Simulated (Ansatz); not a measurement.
**CH6AlFSi: harmonic frequencies at the relaxed geometry, by script**

At which frequencies does CH6AlFSi vibrate? A script is to give harmonic frequencies at the relaxed geometry; the system is CH6AlFSi.

Computed with the Python package of Ansatz 0.2.0. Level of theory: r2SCAN/6-31G*.

## Step 1: The structure

Bond lengths: F1–Al2 1.803 Å, Al2–C3 1.978 Å, C3–Si4 1.905 Å, Al2–H5 1.601 Å, C3–H6 1.097 Å, C3–H7 1.159 Å, Si4–H8 1.493 Å, Si4–H9 1.480 Å, Si4–H10 1.397 Å. Angles (14 of 15 angles, heavy atoms first): F1–Al2–C3 119.8°, Al2–C3–Si4 111.3°, F1–Al2–H5 121.5°, C3–Al2–H5 118.7°, Al2–C3–H6 111.7°, Al2–C3–H7 109.8°, Si4–C3–H6 110.5°, Si4–C3–H7 104.6°, C3–Si4–H8 105.5°, C3–Si4–H9 108.1°, C3–Si4–H10 110.9°, H6–C3–H7 108.6°, H8–Si4–H9 109.1°, H8–Si4–H10 109.4°.

No structure file is read: the coordinates are typed or built in the script.

## Step 2: The script

freq_ch6alfsi.py reads:

```python
"""Harmonic frequencies of CH6AlFSi at its relaxed geometry."""

import ansatz
import numpy as np

BASIS = "6-31G*"
XC = "r2SCAN"

GEOMETRY = """
F    -1.33000    0.72060    2.80380
Al   -1.38180    0.27660    1.05740
C     0.10560    0.80390   -0.13550
Si    1.03360   -0.72050   -0.80240
H    -2.58030   -0.59460    0.45090
H    -0.24300    1.43440   -0.96290
H     0.90300    1.39140    0.46690
H     0.02240   -1.49340   -1.58230
H     1.47470   -1.53120    0.35420
H     2.07890   -0.33840   -1.64720
"""


def main() -> None:
    mol = ansatz.Crystal.molecule()
    for line in GEOMETRY.strip().splitlines():
        symbol, *xyz = line.split()
        mol = mol.atom(symbol, [float(v) for v in xyz])

    job = mol.calculation().basis(gaussian=BASIS).functional(XC).scf(lower_state_search="light")
    symbols = [site.symbol for site in mol.cartesian_sites]
    start = np.array([site.position_ang for site in mol.cartesian_sites], dtype=float)
    data = job.relax(force_tolerance=0.003).run(threads=1, backend="cpu").report
    end = np.array(data["positions_ang"])

    print("final positions (A) and the move of each atom")
    for symbol, xyz, old in zip(symbols, end, start):
        print(f"{symbol:2s} {xyz[0]:10.5f} {xyz[1]:10.5f} {xyz[2]:10.5f}   {np.linalg.norm(xyz - old):7.4f}")

    # same settings at the minimum
    minimum = ansatz.Crystal.molecule()
    for symbol, xyz in zip(symbols, end):
        minimum = minimum.atom(symbol, xyz.tolist())
    vibrating = minimum.calculation()
    vibrating = vibrating.basis(gaussian=BASIS)
    vibrating = vibrating.functional(XC)
    vibrating = vibrating.scf(lower_state_search="light")
    vibrating = vibrating.phonons(temperatures=(298.15, 498.15, 100))
    vib = vibrating.run(threads=1, backend="cpu").report["vibrations"]
    sums = vib["harmonic_sums"]
    modes = [m["omega_inv_cm"] for m in sums["modes_at_gamma"] if m["rigid_motion"] == "no"]
    for number, w in enumerate(modes, start=1):
        print(f"mode {number:2d} {w:9.1f} 1/cm {w / 8065.544 * 1000:8.2f} meV")
    print("imaginary modes:", sum(w < 0 for w in modes), " zero-point energy:", round(sums["zero_point_energy_ev"], 4), "eV")
    print("T (K)   F_vib (eV)   S_vib (meV/K)   C_vib (meV/K)")
    for row in zip(sums["temperatures_k"], sums["vibrational_free_energy_ev"], vib["entropy_ev_per_k"], vib["heat_capacity_ev_per_k"]):
        print(f"{row[0]:6.1f} {row[1]:11.4f} {1000 * row[2]:13.4f} {1000 * row[3]:15.4f}")


if __name__ == "__main__":
    main()
```

## Step 3: What the engine is handed

The engine receives this input (first run):

```yaml
crystal:
  periodic: [false, false, false]
  atoms:
    - { symbol: F, position_ang: [-1.33, 0.7206, 2.8038] }
    - { symbol: Al, position_ang: [-1.3818, 0.2766, 1.0574] }
    - { symbol: C, position_ang: [0.1056, 0.8039, -0.1355] }
    - { symbol: Si, position_ang: [1.0336, -0.7205, -0.8024] }
    - { symbol: H, position_ang: [-2.5803, -0.5946, 0.4509] }
    - { symbol: H, position_ang: [-0.243, 1.4344, -0.9629] }
    - { symbol: H, position_ang: [0.903, 1.3914, 0.4669] }
    - { symbol: H, position_ang: [0.0224, -1.4934, -1.5823] }
    - { symbol: H, position_ang: [1.4747, -1.5312, 0.3542] }
    - { symbol: H, position_ang: [2.0789, -0.3384, -1.6472] }
basis:
  gaussian:
    orbitals: "6-31G*"
hamiltonian:
  xc: r2scan
scf:
  lower_state_search: light
relax:
  f_tol: 0.003
```

## Step 4: The run

Started as:

```sh
> python freq_ch6alfsi.py
```

Q: Predict the main results. Wanted: moves of the relaxation of run 1; energy gained in run 1; last largest force component of run 1; highest frequency; imaginary modes; zero-point energy.

**Answer**, as computed:

| quantity | value |
| --- | --- |
| runs compared | 2 |
| moves of the relaxation of run 1 | 17 |
| energy gained in run 1 | 0.481 eV |
| last largest force component of run 1 | 0.0009 eV/Å |
| highest frequency | 3106 cm⁻¹ |
| imaginary modes | 0 |
| zero-point energy | 1.659 eV |

What this shows: Run 1: After 17 moves the largest shift is 0.418 Å, of atom 5 (H). All frequencies are real, so the geometry is a minimum. The frequencies are harmonic and unscaled, in a modest basis. The result belongs to the one conformer reached from this start, and soft torsions count as harmonic oscillators.
